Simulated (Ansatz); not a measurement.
Born–Oppenheimer molecular dynamics of a periodic cell of 36 atoms, Be (start crystal Be, start structure hcp, volume 1.15 times the crystal's). It starts from a structure without forces on its atoms.

These are results of Ansatz, DFT PBE, scalar-relativistic, plane waves, PAW, not measurements. Settings: accuracy low, cutoff 420 eV, k mesh 2x2x2, fermi-dirac smearing 0.36 eV, no spin polarisation.

```
ensemble        : NVT, Langevin thermostat
time step       : 0.75 fs
steps asked     : 40
set temperature : 4200 K
friction        : 0.02 /fs
seed            : 745978
```

First frame:

```xyz
36
Lattice="7.1976 0.0000 0.0000 -3.5988 6.2333 0.0000 0.0000 0.0000 7.5191" Properties=species:S:1:pos:R:3
Be 0.000 0.000 0.000
Be 0.000 1.385 1.880
Be 0.000 0.000 3.760
Be 0.000 1.385 5.639
Be -1.200 2.078 0.000
Be -1.200 3.463 1.880
Be -1.200 2.078 3.760
Be -1.200 3.463 5.639
Be -2.399 4.156 0.000
Be -2.399 5.541 1.880
Be -2.399 4.156 3.760
Be -2.399 5.541 5.639
Be 2.399 0.000 0.000
Be 2.399 1.385 1.880
Be 2.399 0.000 3.760
Be 2.399 1.385 5.639
Be 1.200 2.078 0.000
Be 1.200 3.463 1.880
Be 1.200 2.078 3.760
Be 1.200 3.463 5.639
Be 0.000 4.156 0.000
Be 0.000 5.541 1.880
Be 0.000 4.156 3.760
Be 0.000 5.541 5.639
Be 4.798 0.000 0.000
Be 4.798 1.385 1.880
Be 4.798 0.000 3.760
Be 4.798 1.385 5.639
Be 3.599 2.078 0.000
Be 3.599 3.463 1.880
Be 3.599 2.078 3.760
Be 3.599 3.463 5.639
Be 2.399 4.156 0.000
Be 2.399 5.541 1.880
Be 2.399 4.156 3.760
Be 2.399 5.541 5.639
```

Task: What does the run give?

Result: All steps were run.

```json
{
 "steps done": "40",
 "time covered": "30 fs",
 "mean temperature over the second half": "2893 K",
 "spread of the potential energy over the second half": "51.3 meV per atom",
 "mean potential energy of the second half above the start": "481.5 meV per atom"
}
```

The mean temperature of the second half is 31 % below the set value. A run of 0.03 ps of so small a system gives no equilibrium averages. Limits of this set-up: coarse k mesh, low accuracy level.

Task: What happens to the structure?

Result: Mean squared displacements from the first frame to the last, about the centre of mass: Be 0.22 Å². This is one draw of velocities; another would differ in detail.

Task: How do temperature and energy run in time?

Result: 
```csv
time (fs),T (K),potential energy less start (eV)
0.0,4083,0.000
0.8,4072,0.059
1.5,4144,0.237
2.2,4084,0.537
3.0,4158,0.964
3.8,4123,1.521
4.5,4120,2.213
5.2,3923,3.044
6.0,3873,4.014
6.8,3813,5.128
7.5,3817,6.382
8.2,3586,7.737
9.0,3580,9.187
9.8,3201,10.691
10.5,3178,12.220
11.2,2907,13.728
12.0,2729,15.108
12.8,2465,16.325
13.5,2099,17.352
14.2,2001,18.226
15.0,1979,18.954
15.8,1945,19.469
16.5,1954,19.725
17.2,1876,19.748
18.0,2064,19.599
18.8,2234,19.364
19.5,2396,19.073
20.2,2720,18.679
21.0,2794,18.282
21.8,2921,17.924
22.5,3085,17.536
23.2,3226,17.115
24.0,3325,16.653
24.8,3358,16.168
25.5,3570,15.737
26.2,3722,15.399
27.0,3523,15.137
27.8,3560,14.945
28.5,3615,14.833
29.2,3436,14.808
30.0,3440,14.867
```

Time of the run: 11 min on 1 thread of Arm Neoverse N1, on a shared host, peak memory 0.79 GiB.
